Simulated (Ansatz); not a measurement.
# GeH3 radical: from a rough start to a minimum

Aim: relax GeH3 radical from a cheap starting geometry, check the end point by its vibrations and derive ideal-gas thermochemistry, and look at its orbitals and charge.

Computed with Ansatz 0.2.0, Gaussian basis. Level: UKS PBE0-D4/def2-TZVP.

Plan: relaxation at PBE0-D4/def2-TZVP; harmonic vibrations at the same level; a single point in def2-TZVPP for the fields.

### Step 1. The system as given

SMILES `[GeH3]`, 4 atoms, charge 0, spin multiplicity 2.

Atoms are counted from 1 here; the program's logs count them from 0.

Bond lengths: Ge1–H2 1.541 Å, Ge1–H3 1.541 Å, Ge1–H4 1.541 Å. Angles: H2–Ge1–H3 102.7°, H2–Ge1–H4 102.6°, H3–Ge1–H4 102.2°.

Geometry (Å):

| atom | x (Å) | y (Å) | z (Å) |
| --- | --- | --- | --- |
| Ge1 | 0.30784 | -0.18023 | -0.35438 |
| H2 | 0.96674 | 0.12484 | 1.00477 |
| H3 | -0.87201 | -1.09091 | 0.03737 |
| H4 | -0.40257 | 1.14629 | -0.68776 |

The start is a GFN2-xTB geometry.

### Step 2. Optimising with PBE0-D4/def2-TZVP

in.yaml

```yaml
crystal:
  periodic: [false, false, false]
  atoms:
    - {symbol: Ge, position_ang: [0.307840, -0.180230, -0.354380]}
    - {symbol: H, position_ang: [0.966740, 0.124840, 1.004770]}
    - {symbol: H, position_ang: [-0.872010, -1.090910, 0.037370]}
    - {symbol: H, position_ang: [-0.402570, 1.146290, -0.687760]}
basis:
  gaussian: {orbitals: def2-TZVP}
magnetization: {spin_polarized: true, initial_magnetization: 1}
hamiltonian: {xc: pbe0, dispersion: d4}
relax: {f_tol: 0.005, max_steps: 150}
```

Started as:

```sh
$ ansatz run in.yaml --threads 2 --pin off --events-out ev --progress --plain --max-ram 32768MiB --backend cpu
```

After this run come: Force constants and modes; Fields at the relaxed geometry.

Before running them: what should the planned runs give, taken together? Wanted: point group; shift from the start; total energy; dispersion term; dipole moment; lowest, highest wavenumber; zero-point energy; HOMO, LUMO.

The runs gave:

| quantity | value |
| --- | --- |
| point group | C3v |
| steps | 5 |
| shift from the start (rms) | 0.110 Å |
| total energy | -56558.3422 eV |
| dispersion term | -27 meV |
| dipole moment | 0.04 D |
| lowest, highest wavenumber | 695, 2151 cm⁻¹ |
| zero-point energy | 12.6 kcal/mol |
| entropy at 298.15 K | 229.7 J/(mol K) |
| HOMO, LUMO (alpha spin) | -6.29, 0.87 eV |

What this shows: The atoms moved 0.11 Å (rms) from the start; the bond that changed most is Ge1–H4, from 1.541 to 1.539 Å. No mode is imaginary: a true minimum at this level. The stiffest mode, 2151 cm⁻¹, is a Ge–H stretch. Harmonic hybrid wavenumbers usually lie a few per cent above measured fundamentals. The alpha HOMO lies mostly on Ge1 64 %; H2, H3, H4 about 12 % each and the LUMO on H2, H3, H4 about 27 % each; Ge1 19 %. The unpaired spin sits mainly on Ge1 67 %; H2, H3, H4 about 11 % each.
